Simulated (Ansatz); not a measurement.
**TiSi2: response to equal strain of all cell vectors**

A series on TiSi2: equal strain of all cell vectors, -2 to +2 %; the shape is held and the atoms relax. Wanted: energy, stress and any gap along the series.

Program: Ansatz 0.2.0. Level of theory: DFT r2SCAN, scalar-relativistic, plane waves, PAW. These are calculated values, not measurements.

2 further runs of the same task are left out: 2 set aside as unsound or not needed.

## (1) Starting point

Symmetry: Cmcm, No. 63, orthorhombic system. The conventional cell has a = 3.528 Å, b = 13.511 Å, c = 3.565 Å, α = 90.00°, β = 90.00°, γ = 90.00°. Ti (site symmetry m2m) is surrounded by 10 Si at 2.58 to 2.81 Å. Around Si (site symmetry m2m) lie 2 Si at 2.38 Å and 6 Ti at 2.58 to 2.81 Å. Si (site symmetry m2m) has 4 Si at 2.51 Å and 4 Ti at 2.66 Å as nearest neighbours.

As a file:

```
CELL_PARAMETERS angstrom
3.52841 0.00000 0.00000
0.00000 13.51088 0.00000
0.00000 0.00000 3.56456
ATOMIC_POSITIONS crystal
Ti 0.50000 0.60317 0.75000
Ti 0.00000 0.89683 0.25000
Ti 0.00000 0.10317 0.75000
Ti 0.50000 0.39683 0.25000
Si 0.50000 0.94170 0.75000
Si 0.00000 0.55830 0.25000
Si 0.00000 0.75019 0.75000
Si 0.50000 0.74981 0.25000
Si 0.00000 0.44170 0.75000
Si 0.50000 0.05830 0.25000
Si 0.50000 0.25019 0.75000
Si 0.00000 0.24981 0.25000
```

It goes back to an entry of the Materials Project, which need not be the stable form.

## (2) The unstrained reference

File input.yaml:

```yaml
crystal:
  lattice:
    - [3.5284141142, 0.0, 0.0]
    - [0.0, 13.5108813108, 0.0]
    - [0.0, 0.0, 3.5645615987]
  atoms:
    - { symbol: Ti, position: [0.5, 0.6031725159, 0.75] }
    - { symbol: Ti, position: [0.0, 0.8968274841, 0.25] }
    - { symbol: Ti, position: [0.0, 0.1031725159, 0.75] }
    - { symbol: Ti, position: [0.5, 0.3968274841, 0.25] }
    - { symbol: Si, position: [0.5, 0.9416951319, 0.75] }
    - { symbol: Si, position: [0.0, 0.5583048681, 0.25] }
    - { symbol: Si, position: [0.0, 0.750188516, 0.75] }
    - { symbol: Si, position: [0.5, 0.749811484, 0.25] }
    - { symbol: Si, position: [0.0, 0.4416951319, 0.75] }
    - { symbol: Si, position: [0.5, 0.0583048681, 0.25] }
    - { symbol: Si, position: [0.5, 0.250188516, 0.75] }
    - { symbol: Si, position: [0.0, 0.249811484, 0.25] }
basis:
  ecutwfc: 500
kpoints:
  mp_grid: { grid: [10, 4, 10] }
hamiltonian:
  xc: r2scan
scf:
  occupations: { method: gaussian, width: 0.1 }
output:
  forces: true
  stress: true
  eigenvalues: true
```

The run is started by

```bash
ansatz run input.yaml --threads 1 --pin off --max-ram 2560MiB --backend cpu --events-out ev --progress --plain --runs-dir out
```

Standard output, cut to the lines that bear on the results:

```text
Warning: RAYON_NUM_THREADS=1 ignored (pool sized by the plan → 1); use --threads N
[...]
Pseudopotentials: kind: paw
Pseudopotential: Ti, paw, valence charge 12, recommended cutoff 500 eV (meta_gga), Ti.paw.azcp
Pseudopotential: Si, paw, valence charge 4, recommended cutoff 500 eV (meta_gga), Si.paw.azcp
Functional definition: r2SCAN
[...]
Crystal: 12 atoms, lattice volume = 169.930 Å³
Basis set: ecut = 500 eV, 4357 PW (Γ), exchange–correlation on 108×400×108 points (64 copies of the dense FFT grid, shifted against one another)
Bands: 52, of which v1, the nominal top of the filled ones, is band 40 counted from 1 (39 counted from 0)
Symmetry: 16 space group operations
Space group: Cmcm (ITA 63), of the structure as read, at distance tolerance 5.5e-5 Å
k-points: 108 of 400
[...]
SCF iter   1: F=—  HF=-15136.376090 eV  |F-HF|=—  |Δ(HF+E_count)|=         —  Δρ=8.70e-3  dr2=9.00e-2  dr2_τ=1.13e-1  ethr=1.77e-3  ⟨swp⟩=7.4  Hψ=25533  notcnv=0
[...]
SCF iter   7: F=-15136.653604 eV  HF=-15136.653604 eV  |F-HF|=3.32e-9  |Δ(HF+E_count)|=   1.31e-7  Δρ=3.09e-6  dr2=1.42e-8  dr2_τ=8.82e-10  ethr=1.25e-10  ⟨swp⟩=11.2  Hψ=24358  notcnv=0
[...]
SCF converged after 7 iterations
Free energy (F): -15136.653604 eV
[...]
E sigma→0 (E₀):  -15136.647474 eV
Entropy (-TS):   -0.012259 eV (-1.022 meV/atom)
Fermi energy:    13.034867 eV
[...]
--- Forces (eV/Å), atoms counted from 1 ---
  atom   1  Ti     0.00000000    -0.00089385     0.00000000
  atom   2  Ti     0.00000000     0.00089385    -0.00000000
  atom   3  Ti     0.00000000    -0.00089385     0.00000000
  atom   4  Ti     0.00000000     0.00089385    -0.00000000
  atom   5  Si     0.00000000    -0.00194090    -0.00000000
  atom   6  Si    -0.00000000     0.00194090     0.00000000
  atom   7  Si     0.00000000     0.00009623    -0.00000000
  atom   8  Si    -0.00000000    -0.00009623     0.00000000
[...]
--- Stress (GPa, compression-positive) ---
       -0.005950      -0.000000      -0.000000
       -0.000000       0.003952       0.000000
       -0.000000       0.000000       0.023508
  P = ⅓ Tr σ = 0.0072 GPa (0.072 kbar)
--- Band table (eV; the first three rows and the last of 108) ---
[...]
```

Run time: 69 s. Hardware: 1 thread of Intel Xeon 6975P-C (Granite Rapids), shared host; peak memory 1.3 GiB.

The crystal is set up in a cell of 12 atoms whose axes suit the strains; its energy is the zero of the series.

## (3) At -2.0 %

Changes to input.yaml since step 2:

```diff
@@ -2,5 +2,5 @@
   lattice:
-    - [3.5284141142, 0.0, 0.0]
-    - [0.0, 13.5108813108, 0.0]
-    - [0.0, 0.0, 3.5645615987]
+    - [3.4578458319, 0.0, 0.0]
+    - [0.0, 13.2406636846, 0.0]
+    - [0.0, 0.0, 3.4932703668]
   atoms:
@@ -30 +30,9 @@
   eigenvalues: true
+  write_density: true
+  write_potential: true
+  elf: true
+  volumetric_format: npy
+relax:
+  adjacent_minimum: "off"
+  f_tol: 0.008
+  max_steps: 40
```

The run is started by

```bash
ansatz run input.yaml --threads 1 --pin off --max-ram 2560MiB --backend cpu --events-out ev --progress --plain --runs-dir out
```

Standard output, cut to the lines that bear on the results:

```text
Warning: output.stress: scf.convergence.dr2_threshold = 6.4e-8 eV (the default of a walk held to its f_tol) is looser than the 1.2e-9 eV advised for a printed stress (1e-10 eV for each atom of the cell: 12). What an SCF threshold leaves in a stress goes as its square root, and in the free [...]
Warning: RAYON_NUM_THREADS=1 ignored (pool sized by the plan → 1); use --threads N
[...]
[... 4 set-up lines as earlier in the session ...]
[...]
Crystal: 12 atoms, lattice volume = 159.936 Å³
Basis set: ecut = 500 eV, 4025 PW (Γ), exchange–correlation on 108×400×108 points (64 copies of the dense FFT grid, shifted against one another)
Bands: 52, of which v1, the nominal top of the filled ones, is band 40 counted from 1 (39 counted from 0)
[... 1 set-up line as earlier in the session ...]
Space group: Cmcm (ITA 63), of the structure as read, at distance tolerance 5.4e-5 Å
[...]
       10.501042       0.000000       0.000000
       -0.000000       7.271673       0.000000
        0.000000       0.000000      11.134542
  P = ⅓ Tr σ = 9.6358 GPa (96.358 kbar)
--- Band table (eV; the first three rows and the last of 108) ---
[...]
--- Relaxed structure (4 steps of the walk, 4 accepted, 0 SCFs on fresh bases) ---
  F+E_penalty+E_count = -15136.36842133 eV   max|allowed force component| = 1.642e-3 eV/Å
  atoms:
    - { symbol: Ti, position: [0.5, 0.6024077808171894, 0.7499999999999999] }
    - { symbol: Ti, position: [0.0, 0.8975922191828108, 0.25] }
    - { symbol: Ti, position: [0.0, 0.10240778081718939, 0.7499999999999999] }
    - { symbol: Ti, position: [0.5, 0.3975922191828107, 0.25] }
    - { symbol: Si, position: [0.5, 0.9403998666050665, 0.7499999999999999] }
    - { symbol: Si, position: [0.0, 0.5596001333949334, 0.25] }
    - { symbol: Si, position: [0.0, 0.7503023688659576, 0.7499999999999999] }
    - { symbol: Si, position: [0.5, 0.7496976311340424, 0.25] }
    - { symbol: Si, position: [0.0, 0.4403998666050666, 0.7499999999999999] }
    - { symbol: Si, position: [0.5, 0.059600133394933454, 0.25] }
    - { symbol: Si, position: [0.5, 0.2503023688659576, 0.7499999999999999] }
    - { symbol: Si, position: [0.0, 0.24969763113404247, 0.25] }
```

Wall time 5.2 min (1 thread of Intel Xeon 6975P-C (Granite Rapids), shared host); peak memory 1.6 GiB.

Relaxation path:

| step | E - E(step 1) (eV/cell) | largest force component (eV/Å) |
| --- | --- | --- |
| 1 | 0.0000 | 0.2563 |
| 2 | -0.0099 | 0.1353 |
| 3 | -0.0128 | 0.0016 |
| 4 | -0.0128 | 0.0016 |

Step 1 is the start.

Density in a lattice plane of the grid's cell (edges 13.24 and 3.49 Å, at 0.000 of the third edge), which holds Ti and Si.

Ten even steps from '0' (0.12 e/Å³) to '9' (7.32 e/Å³):
```
009900000000000000000000
009900000000000000000000
000000000000000000000000
000000000000000000000990
000000000000000000000990
000000000000000000000000
```
Columns run along the first of these edges and rows up along the second, over one cell in 24 and 6 even steps from the bottom left corner. Atoms in the plane (fractional): Ti at (0.90, 0.25), Ti at (0.10, 0.75), Si at (0.56, 0.25), Si at (0.75, 0.75), Si at (0.44, 0.75), Si at (0.25, 0.25).

ELF in the same plane.

Ten even steps from '0' (0.10) to '9' (0.74):
```
135613301731665495169324
135613301731665495169324
201029754799999745792010
142396159456613710331653
142396159456613710331653
201029754799999745792010
```
Columns run along the first of these edges and rows up along the second, over one cell in 24 and 6 even steps from the bottom left corner. Atoms in the plane (fractional): Ti at (0.90, 0.25), Ti at (0.10, 0.75), Si at (0.56, 0.25), Si at (0.75, 0.75), Si at (0.44, 0.75), Si at (0.25, 0.25).

Both are smooth fields of the valence electrons: close to the nuclei they are not physical.

Outside the cores ELF peaks at 0.79 on the Si–Si line, 1.2 Å from Si; 0.75 on the Si–Ti line, 0.9 Å from Si.

The cell is held at each strain. Atoms start from the nearest strain of the same sign that is done.

## (4) At +2.0 %

Changes to input.yaml since step 3:

```diff
@@ -2,5 +2,5 @@
   lattice:
-    - [3.4578458319, 0.0, 0.0]
-    - [0.0, 13.2406636846, 0.0]
-    - [0.0, 0.0, 3.4932703668]
+    - [3.5989823964, 0.0, 0.0]
+    - [0.0, 13.7810989371, 0.0]
+    - [0.0, 0.0, 3.6358528307]
   atoms:
@@ -30,6 +30,2 @@
   eigenvalues: true
-  write_density: true
-  write_potential: true
-  elf: true
-  volumetric_format: npy
 relax:
```

The run is started by

```bash
ansatz run input.yaml --threads 1 --pin off --max-ram 2560MiB --backend cpu --events-out ev --progress --plain --runs-dir out
```

Standard output, cut to the lines that bear on the results:

```text
Warning: output.stress: scf.convergence.dr2_threshold = 6.4e-8 eV (the default of a walk held to its f_tol) is looser than the 1.2e-9 eV advised for a printed stress (1e-10 eV for each atom of the cell: 12). What an SCF threshold leaves in a stress goes as its square root, and in the free [...]
Warning: RAYON_NUM_THREADS=1 ignored (pool sized by the plan → 1); use --threads N
[...]
[... 4 set-up lines as earlier in the session ...]
[...]
Crystal: 12 atoms, lattice volume = 180.331 Å³
Basis set: ecut = 500 eV, 4607 PW (Γ), exchange–correlation on 108×432×108 points (64 copies of the dense FFT grid, shifted against one another)
Bands: 52, of which v1, the nominal top of the filled ones, is band 40 counted from 1 (39 counted from 0)
[... 1 set-up line as earlier in the session ...]
Space group: Cmcm (ITA 63), of the structure as read, at distance tolerance 5.6e-5 Å
[...]
--- Relaxed structure (4 steps of the walk, 4 accepted, 0 SCFs on fresh bases) ---
  F+E_penalty+E_count = -15136.40409197 eV   max|allowed force component| = 2.349e-3 eV/Å
  atoms:
    - { symbol: Ti, position: [0.5, 0.6040806060866715, 0.7500000000000002] }
    - { symbol: Ti, position: [8.814345478856036e-36, 0.8959193939133286, 0.25000000000000006] }
    - { symbol: Ti, position: [8.814345478856036e-36, 0.10408060608667145, 0.7500000000000002] }
    - { symbol: Ti, position: [0.5, 0.39591939391332853, 0.25000000000000006] }
    - { symbol: Si, position: [0.5, 0.9429398867305201, 0.7500000000000002] }
    - { symbol: Si, position: [7.978202034221471e-36, 0.55706011326948, 0.25000000000000006] }
    - { symbol: Si, position: [-7.490451691517974e-36, 0.750079005939604, 0.7500000000000002] }
    - { symbol: Si, position: [0.5, 0.7499209940603961, 0.25000000000000006] }
    - { symbol: Si, position: [-1.376152752627721e-35, 0.44293988673052004, 0.7500000000000002] }
    - { symbol: Si, position: [0.5, 0.05706011326947993, 0.25000000000000006] }
    - { symbol: Si, position: [0.5, 0.25007900593960386, 0.7500000000000002] }
    - { symbol: Si, position: [-9.058220650207785e-36, 0.2499209940603962, 0.25000000000000006] }
```

It took 4.7 min on 1 thread of Intel Xeon 6975P-C (Granite Rapids), shared host; peak memory 1.3 GiB.

Step by step:

| step | E - E(step 1) (eV/cell) | largest force component (eV/Å) |
| --- | --- | --- |
| 1 | 0.0000 | 0.1906 |
| 2 | -0.0076 | 0.1115 |
| 3 | -0.0108 | 0.0024 |
| 4 | -0.0108 | 0.0023 |

Step 1 is the start.

## (5) Energy and stress against strain (a metal throughout)

Lengths are those of the vectors of the cell that was run; stresses in GPa:

| strain (%) | ΔE (meV/atom) | a (Å) | b (Å) | c (Å) | σxx | σyy | σzz |
| --- | --- | --- | --- | --- | --- | --- | --- |
| -2.0 | 23.8 | 3.458 | 13.241 | 3.493 | 10.50 | 7.27 | 11.13 |
| +0.0 | 0.0 | 3.528 | 13.511 | 3.565 | -0.01 | 0.00 | 0.02 |
| +2.0 | 20.8 | 3.599 | 13.781 | 3.636 | -7.86 | -5.55 | -8.49 |

ΔE is over the unstrained cell. Stress in GPa, positive in compression, on the Cartesian axes of the input. 

## (6) What came out

| quantity | value |
| --- | --- |
| largest energy cost | 23.8 meV/atom at -2.0 % |
| (1/V) d²E/dε², innermost pair | 1261 GPa |

The pair at ±2.0 % gives a curvature of 1261 GPa, a rough value of nine times the bulk modulus at fixed shape; so few points cannot test it.
